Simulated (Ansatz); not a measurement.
ZrZn, space group Pm-3m: a scan of the energy under strain, run with Ansatz 0.2.0, Python API.

`zrzn_strain.py`:
```python
"""Energy of ZrZn under rhombohedral strain, ions carried with the cell."""

import warnings

import ansatz as az
import numpy as np

config = {
    "functional": "PBEsol",
    "width_ev": 0.1,
    "cutoff_ev": 520,
    "kmesh": (10, 10, 10),
}

VECTORS = np.array([
    [3.336, 0.0, 0.0],
    [0.0, 3.336, 0.0],
    [0.0, 0.0, 3.336],
])
SITES = [
    ("Zr", (0.5, 0.5, 0.5)),
    ("Zn", (0.0, 0.0, 0.0)),
]


def build(cell):
    crystal = az.Crystal(lattice=az.Lattice.of(cell))
    for symbol, position in SITES:
        crystal = crystal.atom(symbol, position)
    return crystal


def main() -> None:
    warnings.simplefilter("ignore", az.DeckWarning)

    # clamped ions: the fractional positions stay as typed
    values = np.linspace(-0.01, 0.01, 7)
    energies = []
    for d in values:
        strain = d / 2 * (np.ones((3, 3)) - np.eye(3))
        cell = VECTORS @ (np.eye(3) + strain)
        model = (
            build(cell).calculation()
            .functional(config["functional"])
            .pseudopotentials("paw")
            .occupations(az.OccupationsMethod.FERMI_DIRAC, width=config["width_ev"])
            .basis(config["cutoff_ev"])
            .kpoints(*config["kmesh"])
        )
        data = model.run(threads=1).report
        energies.append(data["free_energy_ev"] / len(SITES))
        print(f"d = {d:+.4f}  F = {energies[-1]:.5f} eV/atom")
    energies = np.array(energies)

    for value, e in zip(values, energies):
        print(f"strain {value:7.3f}   E - Emin = {1000 * (e - energies.min()):9.3f} meV/atom")
    np.savetxt("strain.csv", np.column_stack([values, energies]), fmt="%.6f", delimiter=",", header="strain,energy_eV_per_atom")
    curvature = 2 * np.polyfit(values, energies, 3)[1]
    volume = abs(np.linalg.det(VECTORS)) / len(SITES)
    print(f"d2E/dd2 over the volume: {curvature / volume * 160.21766:.1f} GPa")


if __name__ == "__main__":
    main()
```

How much energy does this rhombohedral strain cost, and what curvature follows?

Against the unstrained cell the energy per atom changes by +1.18 meV at one end of the scan and +1.10 meV at the other, and its second derivative over the volume is 196.0 GPa.

What the script printed:

`python zrzn_strain.py` gives:
```text
d = -0.0100  F = -3705.06616 eV/atom
d = -0.0067  F = -3705.06682 eV/atom
d = -0.0033  F = -3705.06721 eV/atom
d = +0.0000  F = -3705.06734 eV/atom
d = +0.0033  F = -3705.06722 eV/atom
d = +0.0067  F = -3705.06685 eV/atom
d = +0.0100  F = -3705.06624 eV/atom
strain  -0.010   E - Emin =     1.175 meV/atom
strain  -0.007   E - Emin =     0.516 meV/atom
strain  -0.003   E - Emin =     0.128 meV/atom
strain   0.000   E - Emin =     0.000 meV/atom
strain   0.003   E - Emin =     0.125 meV/atom
strain   0.007   E - Emin =     0.493 meV/atom
strain   0.010   E - Emin =     1.096 meV/atom
d2E/dd2 over the volume: 196.0 GPa
```

File `strain.csv` afterwards:
```csv
# strain,energy_eV_per_atom
-0.010000,-3705.066165
-0.006667,-3705.066823
-0.003333,-3705.067212
0.000000,-3705.067340
0.003333,-3705.067215
0.006667,-3705.066847
0.010000,-3705.066243
```

Total energies depend on the potentials; only differences at equal settings carry meaning. The curvature belongs to this strain pattern and to the cell's stress; it equals a single elastic constant only for simple patterns. In a metal a curvature from energy changes of a few meV or less hangs on mesh and smearing, in size and even in sign. The structure is a deposited one; some such entries were measured under pressure or heat, so a shift against it needn't be the functional's error alone. The ions keep their fractional positions (clamped ions). Hardware and time: 28 s on 1 thread of Arm Neoverse V1 (shared host), peak memory 0.44 GiB.
